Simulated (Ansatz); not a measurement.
**CH3BrFGaO: how energies converge with the basis set**

One table from this session's results is given with a row withheld; the runs are named, their logs left out.

The runs use Ansatz 0.2.0, Gaussian basis; one geometry, several basis sets.

Levels to be run: PBE0-D4/def2-SVP; ωB97M-V/def2-SVP; PBE0-D4/def2-QZVPP; ωB97M-V/def2-QZVPP; the functionals' def2-TZVPP values are taken from earlier runs.

**The geometry**

An earlier PBE0-D4 in a triple-zeta def2 set relaxation fixed the geometry.

SMILES `[OH][Ga]([F])[CH2]Br`, 8 atoms, charge 0, spin multiplicity 1.

Atoms are counted from 1 here; the program's logs count them from 0.

Bond lengths: O1–Ga2 1.767 Å, O1–H6 0.961 Å, Ga2–F3 1.749 Å, Ga2–C4 1.959 Å, C4–Br5 1.944 Å, C4–H7 1.088 Å, C4–H8 1.088 Å. Angles: Ga2–O1–H6 112.6°, O1–Ga2–F3 113.5°, O1–Ga2–C4 127.5°, F3–Ga2–C4 119.0°, Ga2–C4–Br5 109.7°, Ga2–C4–H7 111.9°, Ga2–C4–H8 111.9°, Br5–C4–H7 107.2°, Br5–C4–H8 107.2°, H7–C4–H8 108.6°.

Set-up of the first run:

The input, in.yaml:

```yaml
crystal:
  periodic: [false, false, false]
  atoms:
    - {symbol: O, position_ang: [-0.132437, 1.204596, 1.803039]}
    - {symbol: Ga, position_ang: [0.437908, -0.137240, 0.804137]}
    - {symbol: F, position_ang: [1.551239, -1.199853, 1.634353]}
    - {symbol: C, position_ang: [-0.039493, -0.525410, -1.056133]}
    - {symbol: Br, position_ang: [-1.284148, 0.818082, -1.708548]}
    - {symbol: H, position_ang: [-0.742874, 1.780435, 1.334637]}
    - {symbol: H, position_ang: [0.829586, -0.504667, -1.710937]}
    - {symbol: H, position_ang: [-0.527681, -1.492943, -1.156348]}
basis:
  gaussian: {orbitals: def2-SVP}
hamiltonian: {xc: pbe0, dispersion: d4}
output: {orbitals: {seedname: orbitals}}
```

Started as:

```sh
ansatz run in.yaml --threads 4 --pin off --events-out ev --progress --plain --max-ram 10444MiB
```

Steps of the session up to this table: PBE0-D4 in def2-SVP; ωB97M-V in def2-SVP; PBE0-D4 in def2-QZVPP; ωB97M-V in def2-QZVPP.

One of the session's tables, all rows but one given; the rest of the session is left out.

It belongs to the step «Functionals by basis». 

```
functional       basis  HOMO (eV)
   PBE0-D4    def2-SVP          ?
   PBE0-D4  def2-TZVPP      -8.14
   PBE0-D4  def2-QZVPP      -8.17
   ωB97M-V    def2-SVP     -10.22
   ωB97M-V  def2-TZVPP     -10.35
   ωB97M-V  def2-QZVPP     -10.38
```

Estimate the missing values for PBE0-D4, def2-SVP.

As computed: HOMO (eV): -8.03. In the column «HOMO (eV)» it is the highest.
